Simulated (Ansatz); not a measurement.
# Mercury, simple cubic under LDA: from relaxation to bulk modulus

What does LDA give for mercury in the simple cubic structure? We relax it, solve it on a dense k-mesh, switch on spin-orbit coupling, then scale the cell to 7 volumes from 88 to 112 % of the relaxed one and try a fit of the equation of state. The k-meshes are 11×11×11 for the relaxation; 18×18×18 for the dense run; 11×11×11 for spin-orbit coupling; 18×18×18 for the volumes.

Program: Ansatz 0.2.0. Level of theory: DFT LDA (PW92), plane waves (420 eV) with PAW, scalar-relativistic; the PAW data stem from PBE, with regenerated cores. These are calculated values, not measurements.

**1. Starting point**

The structure is cubic, space group Pm-3m (No. 221). The conventional cell has a = 2.921 Å, b = 2.921 Å, c = 2.921 Å, α = 90.00°, β = 90.00°, γ = 90.00°. Around Hg (site symmetry m-3m) lie 6 Hg at 2.92 Å.

Coordinates:

```
CELL_PARAMETERS angstrom
2.92083 0.00000 0.00000
0.00000 2.92083 0.00000
0.00000 0.00000 2.92083
ATOMIC_POSITIONS crystal
Hg 0.00000 0.00000 0.00000
```

**2. Geometry optimisation**

Contents of input.yaml:

```yaml
crystal:
  lattice:
    - [2.9208326038, 0.0, 0.0]
    - [0.0, 2.9208326038, 0.0]
    - [0.0, 0.0, 2.9208326038]
  atoms:
    - { symbol: Hg, position: [0.0, 0.0, 0.0] }
hamiltonian:
  xc: lda
  pseudopotentials:
    kind: paw
    azcp:
      Hg: "pseudopotentials/Hg.paw.azcp"
basis:
  ecutwfc: 420
  fft_grid_basis: typed
kpoints:
  mp_grid: { grid: [11, 11, 11], shift: [0, 0, 0] }
magnetization:
  spin_polarized: false
scf:
  occupations: { method: fermi_dirac, width: 0.1 }
relax:
  max_steps: 60
  f_tol: 0.01
  cell: {}
```

After this run come: Single point on a dense mesh; Spin-orbit coupling switched on; Equation of state: 88 %; Equation of state: 92 %; Equation of state: 96 %; Equation of state: 100 %; Equation of state: 104 %; Equation of state: 108 %; Equation of state: 112 %.

What does the calculation give? Wanted: space group; conventional cell; volume; shortest distance; gap on the mesh; relative to alpha-Hg; V₀, B₀, B₀′.

**Answer**, as computed:

| quantity | value |
| --- | --- |
| space group (spins left aside) | Pm-3m (No. 221) |
| conventional cell | a = 2.894 Å |
| volume | 24.246 Å³/atom |
| shortest distance | 2.894 Å |
| gap on the mesh | none (levels filled in part) |
| relative to alpha-Hg (rhombohedral) | +4 meV/atom |
| V₀, B₀, B₀′ | 24.220 Å³/atom, 53 GPa, 6.8 |

In words: The relaxation shrank the cell by 2.7 % in volume. It lies 4 meV/atom above the element's reference form at the same level (alpha-Hg (rhombohedral), from a run of its own). No gap shows: it is a metal or semimetal at this level. The total energy of the spin-orbit run lies -39.1 eV/atom from the scalar one, but the two kinds of run don't share a zero of energy: only differences within one kind count. The fitted modulus is 53 GPa. Relaxation kept the symmetry; phonons were not checked.
